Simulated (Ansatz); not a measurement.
# MoO (quintet): from Hartree-Fock to the top rungs, def2-QZVPP

The task here is to estimate one member of a computed series from the others.

The runs use Ansatz 0.2.0, Gaussian basis; def2-QZVPP, core rule «outside noble gas», up to 5 orbitals frozen.

The runs, in order: UHF; ROHF; CCSD(T) on UHF.

## What is computed

The geometry is a PBE0/def2-TZVP stationary point (not a proven minimum) of the parent state, kept for this charge and spin. No spin-orbit coupling is included. Elements past krypton take def2 core potentials.

2 atoms, charge 0, spin multiplicity 5.

Atoms are counted from 1 here; the program's logs count them from 0.

Bond lengths: Mo1–O2 1.990 Å.

The first run:

File in.yaml:

```yaml
crystal:
  periodic: [false, false, false]
  atoms:
    - {symbol: Mo, position_ang: [0.000000, 0.000000, 0.000000]}
    - {symbol: O, position_ang: [0.000000, 0.000000, 1.989800]}
basis:
  gaussian: {orbitals: "def2-QZVPP.json"}
magnetization: {spin_polarized: true, initial_magnetization: 4}
hamiltonian: {xc: hf}
output: {orbitals: {seedname: orbitals}}
```

Started as:

```console
ansatz run in.yaml --threads 1 --pin off --events-out ev --progress --plain --max-ram 3968MiB --backend cpu
```

Among the steps run: UHF; ROHF; CCSD(T) on UHF.

One of the session's tables, all rows but one given; the rest of the session is left out.

| method | from UCCSD(T) (meV) |
| --- | --- |
| ROHF | +12452.8 |
| UMP2 | ? |
| UCCSD | +927.9 |
| UCCSD(T) | 0 |

**Question.** Estimate the row for UMP2.

**Answer.** from UCCSD(T) (meV): +1096.3. In the column «from UCCSD(T) (meV)» it lies between UCCSD (+927.9) and ROHF (+12452.8).

Left out of the table: UHF (another determinant or state than the rows shown).

The program flags UCCSD(T) as in doubt (see the logs), so the zero of the table is itself unsure.

Caveats from the session: The determinant of HF (⟨S²⟩ 6.95) is far from a pure spin state, so its energy mixes those of several spin states; that is harmless only where they are near-degenerate. The program flags UCCSD(T) as in doubt, so the zero of the table is itself unsure. Warnings: spin contamination; coupled cluster took another determinant than the lowest.
